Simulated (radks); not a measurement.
# Valence configurations of In

One table from this session's results is given with a row withheld; the runs are named, their logs left out.

Program: radks (a radial shooting solver on a logarithmic mesh, Libxc functionals) version 1. Level of theory: Dirac Kohn-Sham, PBE, spin-unpolarised, spherical densities, point nucleus; open shells fill j = l - 1/2 first. These are calculated values, not measurements, unless marked.

**The system**

```
element       : indium (Z = 49)
charge        : 0
electrons     : 49
configuration : [Kr] 4d10 5s2 5p1
others tried  : 4d9 5s2 5p2; 4d10 5s1 5p2; 4d10 5p3; 4d10 5s1.5 5p1.5; 4d9 5s1.5 5p2.5; 4d9 5p4; 4d9.5 5s1.5 5p2; 4d9 5s1 5p3; 4d8 5p5
```

The first run:

Settings of this run:

```text
Z 49
configuration [Kr] 4d10 5s2 5p1
relativity Dirac
functional pbe,pbe
spin unpolarised
j_filling energy
nucleus point
c 137.035999084
```

Among the steps run: [Kr] 4d10 5s2 5p1.

One table of the session follows, with a row left open; its other results are not shown here.

It belongs to the step «[Kr] 4d10 5s2 5p1». From the orbitals of this run (lengths in bohr):

| level | <r> | outermost maximum (interpolated) | 90 % within | nodes |
| --- | --- | --- | --- | --- |
| 4s1/2 | 0.8481 | 0.770 | 1.23 | 3 |
| 4p1/2 | 0.9013 | 0.800 | 1.33 | 2 |
| 4p3/2 | 0.9317 | 0.824 | 1.37 | 2 |
| 4d3/2 | 1.173 | 0.926 | 1.85 | 1 |
| 4d5/2 | 1.190 | 0.936 | 1.88 | 1 |
| 5s1/2 | 2.616 | 2.16 | 3.93 | 4 |
| 5p1/2 | 3.636 | 2.78 | 5.72 | 3 |
| 5p3/2 | ? | ? | ? | ? |

Q: Estimate the row for 5p3/2 from the others.

As computed: <r>: 3.828; outermost maximum (interpolated): 2.91; 90 % within: 6.04; nodes: 3. In the column «<r>» it is the highest.
